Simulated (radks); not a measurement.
**The first electron to leave Cd⁸⁺**

Cd⁸⁺ stands in [Kr] 4d(3/2: 4, 5/2: 0). From which sub-shell is an electron easiest to take? Each removal is a run of its own. The parent's configuration is the lowest that an earlier search found at this level.

Program: radks (a radial shooting solver on a logarithmic mesh, Libxc functionals) version 1. Level of theory: Dirac Kohn-Sham, PBE, spin-unpolarised, spherical densities, finite nucleus. These are calculated values, not measurements, unless marked.

2 further runs of the same task are left out: 2 set aside as unsound or not needed.

**1. The system**

```
element            : cadmium (Z = 48)
charge             : +8
electrons          : 40
configuration      : [Kr] 4d(3/2: 4, 5/2: 0)
nuclear rms radius : 4.6087 fm
```

A shell typed twice in an input gives the lower j, then the higher j.

**2. The parent, Cd⁸⁺**

From an earlier run at this level the parent has E = -5576.976377 hartree and these outer levels (eV):

```
level  occupation  energy (eV)
3p3/2           4      -735.75
3d3/2           4      -543.60
3d5/2           6      -536.57
4s1/2           2      -242.25
4p1/2           2      -205.77
4p3/2           4      -199.11
4d3/2           4      -140.14
4d5/2           0      -139.07
```

**3. Remove 4d3/2: [Kr] 4d(3/2: 3, 5/2: 0)**

The run's settings:

```text
Z 48
configuration [Kr] 4d3 4d0
relativity Dirac
functional pbe,pbe
spin unpolarised
j_filling energy
nucleus finite rms 4.6087 fm
c 137.035999084
```

**4. Remove 4p3/2: [Ar] 3d10 4s2 4p(1/2: 2, 3/2: 3) 4d(3/2: 4, 5/2: 0)**

Settings, as their differences from step 3:

```diff
@@ -1,3 +1,3 @@
 Z 48
-configuration [Kr] 4d3 4d0
+configuration [Ar] 3d10 4s2 4p2 4p3 4d4 4d0
 relativity Dirac
```

**5. Remove 4p1/2: [Ar] 3d10 4s2 4p(1/2: 1, 3/2: 4) 4d(3/2: 4, 5/2: 0)**

Settings, as their differences from step 4:

```diff
@@ -1,3 +1,3 @@
 Z 48
-configuration [Ar] 3d10 4s2 4p2 4p3 4d4 4d0
+configuration [Ar] 3d10 4s2 4p1 4p4 4d4 4d0
 relativity Dirac
```

**6. Remove 4s1/2: [Ar] 3d10 4s1 4p6 4d(3/2: 4, 5/2: 0)**

Settings, as their differences from step 5:

```diff
@@ -1,3 +1,3 @@
 Z 48
-configuration [Ar] 3d10 4s2 4p1 4p4 4d4 4d0
+configuration [Ar] 3d10 4s1 4p6 4d4 4d0
 relativity Dirac
```

Q: Predict the outcome of this session. Wanted: for each run, case; final configuration; Δ-SCF; −ε of the level emptied.

As calculated:

```
        case                                  final configuration  Δ-SCF (eV)  −ε of the level emptied (eV)
remove 4d3/2                              [Kr] 4d(3/2: 3, 5/2: 0)      150.85                        140.14
remove 4p3/2  [Ar] 3d10 4s2 4p(1/2: 2, 3/2: 3) 4d(3/2: 4, 5/2: 0)      210.80                        199.11
remove 4p1/2  [Ar] 3d10 4s2 4p(1/2: 1, 3/2: 4) 4d(3/2: 4, 5/2: 0)      217.70                        205.77
remove 4s1/2                 [Ar] 3d10 4s1 4p6 4d(3/2: 4, 5/2: 0)      254.60                        242.25
```

The 4d3/2 electron leaves first, at 150.85 eV; the next cheapest, 4p3/2, costs 210.80 eV. 4d3/2 is also the highest occupied level of the parent. NIST lists 150 eV (theoretical), between the same two configurations. Spin polarisation and multiplet splitting are left out, so open shells lie too high by an amount that depends on their filling.
